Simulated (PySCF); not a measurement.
# MoS4: the cost of one run

Programs: PySCF 2.14.0, with routines of our own; each step states its level. All values are computed. Atoms count from 0.

## 1. The system as given

5 atoms, charge -2, multiplicity 1; geometry from: GFN2-xTB.

## 2. Relaxing the molecule at PBE0-D3(BJ)/def2-SVP

What the job is given:

```
{"job": {"xc": "PBE0", "basis": "def2-SVP", "d3": "d3bj", "grid": 1, "maxiter": 30, "shake": 0.01, "kind": "geom"}, "charge": -2, "multiplicity": 1}
S      0.039110    -1.360660    -1.756020
Mo    -0.003700    -0.003790    -0.005480
S     -0.129420    -1.212070     1.830050
S      1.881470     1.211560     0.016970
S     -1.753880     1.330980    -0.123420
```

Launch:

```bash
$ OMP_NUM_THREADS=1 python heavy_run.py task.json out
```

This one command runs all jobs of the session in turn.

**Question.** How long does this first job take on 1 thread of Arm Neoverse V1, shared host, and how much memory does it need?

About 34 s, with a peak of 0.43 GiB.
